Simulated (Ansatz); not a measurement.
# MoIr4 in Ansatz: the effect of functional

Crystal: MoIr4.

```
Ir Mo
1.0
     1.37422    0.79341   11.30610
    -1.37422    0.79341   11.30610
     0.00000   -1.58681   11.30610
Ir Mo
4 1
Direct
  0.60030 0.60030 0.60030
  0.19932 0.19932 0.19932
  0.80068 0.80068 0.80068
  0.39970 0.39970 0.39970
  0.00000 0.00000 0.00000
```

The cell comes from a database or a generator and needn't be the stable form of this composition.

Alike in all runs:

* Program: Ansatz 0.2.0
* Task: projected density of states
* Potentials or basis: Ansatz PAW
* k mesh: 11 × 11 × 11
* Occupations: fermi-dirac, width 0.05 eV
* Spin: no spin polarisation

```csv
functional,cutoff,pressure (GPa)
LDA,420 eV (not typed: the program's choice for these potentials),-17.3
PBEsol,420 eV (not typed: the program's choice for these potentials),-12.0
RPBE,420 eV (not typed: the program's choice for these potentials),2.3
revPBE,420 eV (not typed: the program's choice for these potentials),?
BLYP,420 eV (not typed: the program's choice for these potentials),13.5
r2SCAN,500 eV (not typed: the program's choice for these potentials),-7.9
```

Problem. What does the run with functional revPBE give?

Solution. Pressure 1.2 GPa.

Caveats: the PAW data sets come from PBE, with cores solved anew for the run's functional, which leaves a small shift of forces and pressure.

Runs at the PBE level aren't shown here.
